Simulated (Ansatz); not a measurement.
# CH5InOSi: one species, many methods

One table from this session's results is given with a row withheld; the runs are named, their logs left out.

Computed with Ansatz 0.2.0, Gaussian basis. Level: functionals in def2-TZVPP, the program's frozen cores in correlated methods.

The runs, in order: LDA (SPW92), PBE-D4, revPBE-D4, BLYP-D4, r2SCAN-D4, B97M-V, PBE0-D4, B3LYP-D4, r2SCANh-D4, r2SCAN0-D4, HSE06-D4, BHLYP-D4, CAM-B3LYP-D4, LC-ωPBE, ωB97X-V, ωB97M-V, B2PLYP, PBE-QIDH; CCSD(T)/def2-SVP; CCSD(T)/def2-TZVPP; MP2/def2-QZVPP; extrapolation to the limit; RPA on PBE.

### The geometry

An earlier PBE0-D4 in a triple-zeta def2 set relaxation fixed the geometry. In takes the def2 core potential; no spin-orbit term is included.

9 atoms, charge 0, spin multiplicity 1.

Atoms are counted from 1 here; the program's logs count them from 0.

Bond lengths: Si1–C2 1.888 Å, Si1–H5 1.489 Å, Si1–H6 1.493 Å, Si1–H7 1.492 Å, C2–O3 1.394 Å, C2–H8 1.101 Å, C2–H9 1.101 Å, O3–In4 2.018 Å. Angles: C2–Si1–H5 109.7°, C2–Si1–H6 108.1°, C2–Si1–H7 113.8°, H5–Si1–H6 107.6°, H5–Si1–H7 108.8°, H6–Si1–H7 108.7°, Si1–C2–O3 109.4°, Si1–C2–H8 109.7°, Si1–C2–H9 109.6°, O3–C2–H8 110.6°, O3–C2–H9 111.8°, H8–C2–H9 105.8°, C2–O3–In4 151.3°.

Coordinates:

```tsv
atom	x (Å)	y (Å)	z (Å)
Si1	0.0952	0.8379	-0.7387
C2	0.6237	-0.4519	0.5341
O3	-0.4314	-1.3342	0.7635
In4	-2.3924	-1.7116	1.0573
H5	-0.2735	0.1631	-2.0138
H6	-1.1249	1.5264	-0.2225
H7	1.1388	1.8653	-1.0237
H8	1.5090	-0.9935	0.1671
H9	0.9440	0.0521	1.4596
```

The first run:

Input file in.yaml:

```yaml
crystal:
  periodic: [false, false, false]
  atoms:
    - {symbol: Si, position_ang: [0.095161, 0.837862, -0.738679]}
    - {symbol: C, position_ang: [0.623741, -0.451886, 0.534144]}
    - {symbol: O, position_ang: [-0.431405, -1.334238, 0.763536]}
    - {symbol: In, position_ang: [-2.392390, -1.711644, 1.057314]}
    - {symbol: H, position_ang: [-0.273508, 0.163123, -2.013800]}
    - {symbol: H, position_ang: [-1.124926, 1.526385, -0.222526]}
    - {symbol: H, position_ang: [1.138795, 1.865329, -1.023677]}
    - {symbol: H, position_ang: [1.509033, -0.993458, 0.167055]}
    - {symbol: H, position_ang: [0.943999, 0.052125, 1.459632]}
basis:
  gaussian: {orbitals: def2-TZVPP}
hamiltonian: {xc: lda}
output: {orbitals: {seedname: orbitals}}
```

The run is started by

```
$ ansatz run in.yaml --threads 4 --pin off --events-out ev --progress --plain --max-ram 10444MiB
```

Among the steps run: LDA; PBE-D4 (GGA); revPBE-D4 (GGA); BLYP-D4 (GGA); r2SCAN-D4 (meta-GGA); B97M-V (meta-GGA); PBE0-D4 (hybrid); B3LYP-D4 (hybrid); r2SCANh-D4 (hybrid); r2SCAN0-D4 (hybrid); HSE06-D4 (hybrid); BHLYP-D4 (hybrid); CAM-B3LYP-D4 (range-separated); LC-ωPBE (range-separated); ωB97X-V (range-separated); ωB97M-V (range-separated); B2PLYP (double hybrid); PBE-QIDH (double hybrid).

One table of the session follows, with a row left open; its other results are not shown here.

It belongs to the step «Frontier levels by functional». 

```
  functional  HOMO (eV)  LUMO (eV)  gap (eV)
 LDA (SPW92)      -5.55      -2.24      3.31
      PBE-D4      -5.35      -2.02      3.33
   revPBE-D4      -5.27      -1.93      3.34
     BLYP-D4      -5.24      -1.97      3.27
   r2SCAN-D4      -5.57      -1.84      3.74
      B97M-V      -5.64      -2.07      3.57
     PBE0-D4      -6.56      -1.39      5.17
    B3LYP-D4      -6.37      -1.62      4.75
  r2SCANh-D4      -6.04      -1.61      4.43
  r2SCAN0-D4      -6.74      -1.28      5.46
    HSE06-D4          ?          ?         ?
    BHLYP-D4      -7.70      -0.79      6.91
CAM-B3LYP-D4      -7.90      -0.60      7.30
     LC-ωPBE      -9.13       0.39      9.52
     ωB97X-V      -8.84       0.29      9.13
     ωB97M-V      -8.79       0.04      8.83
```

Q: Estimate the row for HSE06-D4 from the others.

**Answer.** HOMO (eV): -6.16; LUMO (eV): -1.74; gap (eV): 4.42. In the column «HOMO (eV)» it lies between B3LYP-D4 (-6.37) and r2SCANh-D4 (-6.04).
